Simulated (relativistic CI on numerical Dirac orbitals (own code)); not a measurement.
# Ions with 52 electrons, Dy¹⁴⁺ to Lu¹⁹⁺: levels along an isoelectronic sequence

Aim: follow the lowest levels of 52-electron ions as the nuclear charge grows, with one list of configurations.

The numbers are computed with relativistic CI on numerical Dirac orbitals (own code) version 2 (Dirac-Coulomb-Breit CI, KLI orbitals optimised for each configuration, model QED (radiative potential, 1s self-energy scaled to tabulated hydrogen-like ionisation energies)), except any that are marked as measured or tabulated.

**1. The system**

| Item | Value |
| --- | --- |
| electrons | 52 |
| ions | Dy¹⁴⁺, Ho¹⁵⁺, Er¹⁶⁺, Tm¹⁷⁺, Yb¹⁸⁺, Lu¹⁹⁺ |
| configurations | [Kr] 4d10 4f4 5s2; [Kr] 4d10 4f6; [Kr] 4d10 5s2 5p4; [Kr] 4d10 4f 5s2 5p3; [Kr] 4d10 4f5 5s |

**2. Dy¹⁴⁺ (Z = 66)**

Settings, as recorded:

```ini
atom Dy  Z=66  charge=14  electrons=52
nucleus A=164  rms_radius_fm=5.2218
hamiltonian dirac-coulomb  breit=on  qed=on  c_scale=1
orbitals kli  potential=per-configuration
slater_scale 1
correlation none
mixing on
configurations
  [Kr] 4d10 4f4 5s2
  [Kr] 4d10 4f6
  [Kr] 4d10 5s2 5p4
  [Kr] 4d10 4f 5s2 5p3
  [Kr] 4d10 4f5 5s
end
```

**3. Ho¹⁵⁺ (Z = 67)**

Changes to the settings of step 2:

```diff
@@ -1,3 +1,3 @@
-atom Dy  Z=66  charge=14  electrons=52
-nucleus A=164  rms_radius_fm=5.2218
+atom Ho  Z=67  charge=15  electrons=52
+nucleus A=165  rms_radius_fm=5.2022
 hamiltonian dirac-coulomb  breit=on  qed=on  c_scale=1
```

**4. Er¹⁶⁺ (Z = 68)**

Changes to the settings of step 3:

```diff
@@ -1,3 +1,3 @@
-atom Ho  Z=67  charge=15  electrons=52
-nucleus A=165  rms_radius_fm=5.2022
+atom Er  Z=68  charge=16  electrons=52
+nucleus A=166  rms_radius_fm=5.2516
 hamiltonian dirac-coulomb  breit=on  qed=on  c_scale=1
```

**5. Tm¹⁷⁺ (Z = 69)**

Changes to the settings of step 4:

```diff
@@ -1,3 +1,3 @@
-atom Er  Z=68  charge=16  electrons=52
-nucleus A=166  rms_radius_fm=5.2516
+atom Tm  Z=69  charge=17  electrons=52
+nucleus A=169  rms_radius_fm=5.2256
 hamiltonian dirac-coulomb  breit=on  qed=on  c_scale=1
```

**6. Yb¹⁸⁺ (Z = 70)**

Changes to the settings of step 5:

```diff
@@ -1,3 +1,3 @@
-atom Tm  Z=69  charge=17  electrons=52
-nucleus A=169  rms_radius_fm=5.2256
+atom Yb  Z=70  charge=18  electrons=52
+nucleus A=174  rms_radius_fm=5.3108
 hamiltonian dirac-coulomb  breit=on  qed=on  c_scale=1
```

**7. Lu¹⁹⁺ (Z = 71)**

Changes to the settings of step 6:

```diff
@@ -1,3 +1,3 @@
-atom Yb  Z=70  charge=18  electrons=52
-nucleus A=174  rms_radius_fm=5.3108
+atom Lu  Z=71  charge=19  electrons=52
+nucleus A=175  rms_radius_fm=5.3700
 hamiltonian dirac-coulomb  breit=on  qed=on  c_scale=1
```

(Steps that only read results are left out.)

Q: Predict the outcome of this session. Wanted: lowest level, first ion; lowest level, last ion; changes of the lowest level; mean jj purity of the low levels.

**Answer**, as computed:

| quantity | value |
| --- | --- |
| lowest level, first ion | 4f5 5s 7H°2 |
| lowest level, last ion | 4f6 7F0 |
| changes of the lowest level | at Ho¹⁵⁺ |
| mean jj purity of the low levels | 44 to 46 % |

**Reading.** The lowest level changes from 4f5 5s 7H°2 to 4f6 7F0 at Ho¹⁵⁺. Only the listed configurations are in the model, so lower levels can be missing.
